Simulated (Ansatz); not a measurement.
# RuSi (triplet): from Hartree-Fock to the top rungs, def2-TZVPP

One table from this session's results is given with a row withheld; the runs are named, their logs left out.

The runs use Ansatz 0.2.0, Gaussian basis; def2-TZVPP, core rule «outside noble gas», up to 9 orbitals frozen.

The runs, in order: UHF; ROHF; CCSD(T) on UHF.

2 further runs of the same task are left out: 2 set aside as unsound or not needed.

## The geometry

The geometry is a PBE0/def2-TZVP stationary point (not a proven minimum) of the parent state, kept for this charge and spin. No spin-orbit coupling is included. Elements past krypton take def2 core potentials.

2 atoms, charge 0, spin multiplicity 3.

Atoms are counted from 1 here; the program's logs count them from 0.

Bond lengths: Ru1–Si2 2.032 Å.

Set-up of the first run:

File in.yaml:

```yaml
crystal:
  periodic: [false, false, false]
  atoms:
    - {symbol: Ru, position_ang: [0.000000, 0.000000, 0.000000]}
    - {symbol: Si, position_ang: [0.000000, 0.000000, 2.032000]}
basis:
  gaussian: {orbitals: def2-TZVPP}
magnetization: {spin_polarized: true, initial_magnetization: 2}
hamiltonian: {xc: hf}
output: {orbitals: {seedname: orbitals}}
```

On the command line:

```
$ ansatz run in.yaml --threads 1 --pin off --events-out ev --progress --plain --max-ram 2816MiB --backend cpu
```

Steps of the session up to this table: UHF; ROHF; CCSD(T) on UHF.

One table of the session follows, with a row left open; its other results are not shown here.

It belongs to the step «Misses and costs». 

```
  method  from UCCSD(T) (kJ/mol)
    ROHF                 +1141.9
    UMP2                       ?
   UCCSD                   +69.2
UCCSD(T)                       0
```

Q: Estimate the row for UMP2 from the others.

As computed: from UCCSD(T) (kJ/mol): +156.5. In the column «from UCCSD(T) (kJ/mol)» it lies between UCCSD (+69.2) and ROHF (+1141.9).

Left out of the table: UHF (another determinant or state than the rows shown).

The program flags UCCSD(T) as in doubt (see the logs), so the zero of the table is itself unsure.

Caveats from the session: The determinant is far from a pure spin state, so its energy mixes those of several spin states (harmless only where they are near-degenerate, as at dissociation). The program flags UCCSD(T) as in doubt, so the zero of the table is itself unsure. Warnings: spin contamination; coupled cluster took another determinant than the lowest.
